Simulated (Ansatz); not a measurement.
**AgI: small, medium and large basis sets**

How large a basis does AgI need? Two functionals are run in growing sets.

The runs use Ansatz 0.2.0, Gaussian basis; one geometry, several basis sets.

The runs, in order: PBE0-D4/def2-SVP; ωB97M-V/def2-SVP; PBE0-D4/def2-QZVPP; ωB97M-V/def2-QZVPP; the functionals' def2-TZVPP values are taken from earlier runs.

### Step 1. Structure used throughout

An earlier PBE0-D4 in a triple-zeta def2 set relaxation fixed the geometry. Ag, I take the def2 core potential; no spin-orbit term is included.

SMILES `[Ag][I]`, 2 atoms, charge 0, spin multiplicity 1.

Atoms are counted from 1 here; the program's logs count them from 0.

Bond lengths: Ag1–I2 2.565 Å.

### Step 2. PBE0-D4 in def2-SVP

Contents of in.yaml:

```yaml
crystal:
  periodic: [false, false, false]
  atoms:
    - {symbol: Ag, position_ang: [-0.000000, 0.000000, -0.010353]}
    - {symbol: I, position_ang: [0.000000, -0.000000, 2.554974]}
basis:
  gaussian: {orbitals: def2-SVP}
hamiltonian: {xc: pbe0, dispersion: d4}
output: {orbitals: {seedname: orbitals}}
```

Command:

```bash
$ ansatz run in.yaml --threads 4 --pin off --events-out ev --progress --plain --max-ram 10444MiB
```

Further steps of the session: ωB97M-V in def2-SVP; PBE0-D4 in def2-QZVPP; ωB97M-V in def2-QZVPP.

Q: Predict the results of all the runs planned. Wanted: PBE0-D4: double and triple zeta above quadruple; ωB97M-V: double and triple zeta above quadruple.

The runs gave:

```
                                       quantity          value
PBE0-D4: double and triple zeta above quadruple  1.35, 0.11 eV
ωB97M-V: double and triple zeta above quadruple  1.41, 0.11 eV
```

What this shows: For PBE0-D4 the step from double to triple zeta gains 1.25 eV and the next only 0.11 eV. Total energies overstate the basis error of differences, where much of it tends to cancel.
